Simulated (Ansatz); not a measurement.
**LuTa2Ag (element-swapped structure): how the settings move a relaxation**

Aim: see which settings change the result for LuTa2Ag (element-swapped structure), by how much, and at what cost.

Computed with Ansatz 0.2.0 (reference: DFT PBE, plane waves, PAW, scalar-relativistic, no spin polarisation, unless a step's input says otherwise).

## 1. The system as given

The structure is tetragonal, space group P4/nmm (No. 129). The conventional cell has a = 3.917 Å, b = 3.917 Å, c = 9.624 Å, α = 90.00°, β = 90.00°, γ = 90.00°. Ta (site symmetry -4m2) has 4 Ta at 2.77 Å and 4 Lu at 3.01 Å as nearest neighbours. Around Ag (site symmetry -4m2) lie 4 Ta at 2.57 Å and 4 Ag at 2.77 Å. Ta (site symmetry 4mm) has 4 Ag at 2.57 Å and 4 Lu at 2.90 Å as nearest neighbours. Lu (site symmetry 4mm) has 8 Ta at 2.90 to 3.01 Å and 4 Ag at 3.19 Å as nearest neighbours.

Structure file:

```
Ta Ag Lu
1.0
     3.91711    0.00000    0.00000
     0.00000    3.91711    0.00000
     0.00000    0.00000    9.62381
Ta Ag Lu
4 2 2
Direct
  0.75000 0.25000 0.00000
  0.25000 0.75000 0.00000
  0.25000 0.25000 0.67363
  0.75000 0.75000 0.32637
  0.75000 0.25000 0.50000
  0.25000 0.75000 0.50000
  0.25000 0.25000 0.23788
  0.75000 0.75000 0.76212
```

## 2. Reference

input.yaml

```yaml
crystal:
  lattice:
    - [3.917113, 0.0, 0.0]
    - [0.0, 3.917113, 0.0]
    - [0.0, 0.0, 9.623814]
  atoms:
    - { symbol: Ta, position: [0.75, 0.25, 0.0] }
    - { symbol: Ta, position: [0.25, 0.75, 0.0] }
    - { symbol: Ag, position: [0.75, 0.25, 0.5] }
    - { symbol: Ag, position: [0.25, 0.75, 0.5] }
    - { symbol: Ta, position: [0.25, 0.25, 0.67363] }
    - { symbol: Ta, position: [0.75, 0.75, 0.32637] }
    - { symbol: Lu, position: [0.25, 0.25, 0.23788] }
    - { symbol: Lu, position: [0.75, 0.75, 0.76212] }
  symmetry: { tolerance: 0.0003 }
kpoints:
  mp_grid: { grid: [5, 5, 2], shift: [0, 0, 0] }
magnetization:
  spin_polarized: false
scf:
  occupations: { method: fermi_dirac }
hamiltonian:
  pseudopotentials: { kind: paw }
  xc: pbe
basis:
  ecutwfc: 420
output:
  forces: true
  stress: true
  eigenvalues: true
relax:
  max_steps: 40
  cell: {}
```

Run with:

```console
$ ansatz run input.yaml --threads 1 --pin off --max-ram 2560MiB --backend cpu --events-out ev --progress --plain --runs-dir out
```

## 3. Changing settings: dr2_threshold 1.0e-11, xc revpbe, hubbard.sites [{species: Ag, l: d, u_eff: 3.0}], hubbard.double_counting fll

input.yaml: that of step 2 with these lines changed.

```diff
@@ -21,5 +21,7 @@
   occupations: { method: fermi_dirac }
+  convergence: { dr2_threshold: 1.0e-11 }
 hamiltonian:
   pseudopotentials: { kind: paw }
-  xc: pbe
+  xc: revpbe
+  hubbard: { sites: [{ species: Ag, l: d, u_eff: 3.0 }], double_counting: fll }
 basis:
```

## 4. Changed: eigensolver.kind davidson, xc_grid 2, basis.precision f64

input.yaml: that of step 2 with these lines changed.

```diff
@@ -21,2 +21,3 @@
   occupations: { method: fermi_dirac }
+  eigensolver: { kind: davidson }
 hamiltonian:
@@ -26,2 +27,4 @@
   ecutwfc: 420
+  xc_grid: 2
+  precision: f64
 output:
```

## 5. Changed: mp_grid.grid [4, 4, 2], scf.algorithm direct_min

input.yaml: that of step 2 with these lines changed.

```diff
@@ -16,3 +16,3 @@
 kpoints:
-  mp_grid: { grid: [5, 5, 2], shift: [0, 0, 0] }
+  mp_grid: { grid: [4, 4, 2], shift: [0, 0, 0] }
 magnetization:
@@ -21,2 +21,3 @@
   occupations: { method: fermi_dirac }
+  algorithm: direct_min
 hamiltonian:
```

## 6. Variant: ecutrho_ratio 9

input.yaml: that of step 2 with these lines changed.

```diff
@@ -26,2 +26,3 @@
   ecutwfc: 420
+  ecutrho_ratio: 9
 output:
```

What does the calculation give? Wanted: for each run, ending; energy change; pressure; gap; force.

**Answer**, as computed:

```
                                                                                                              run     ending   energy change  pressure (GPa)  gap (eV)  force (eV/Å)  cycles     time
                                                                                                        reference  converged               0             0.0      0.00          0.00     128  3.4 min
1: dr2_threshold 1.0e-11, xc revpbe, hubbard.sites [{species: Ag, l: d, u_eff: 3.0}], hubbard.double_counting fll  converged  not comparable             0.0      0.00          0.00     216  5.2 min
                                                     2: eigensolver.kind davidson, xc_grid 2, basis.precision f64  converged    0.0 meV/atom             0.0      0.00          0.00     124    4 min
                                                              3: mp_grid.grid [4, 4, 2], scf.algorithm direct_min  converged   +1.4 meV/atom             0.0      0.00          0.00      90   10 min
                                                                                               4: ecutrho_ratio 9  converged    0.0 meV/atom             0.0      0.00          0.00     128    4 min
```

What this shows: Of the converged runs whose energies compare with the reference's, «mp_grid.grid [4, 4, 2], scf.algorithm direct_min» moves the energy most (+1.4 meV/atom). A changed U is a change of model: its shifts are not errors of convergence. Of the variants the dearest is «mp_grid.grid [4, 4, 2], scf.algorithm direct_min» (10 min), the cheapest «ecutrho_ratio 9» (4 min), on a shared host.

Caveats on the reference run: its mesh is coarse for a cell with so small a gap or none.
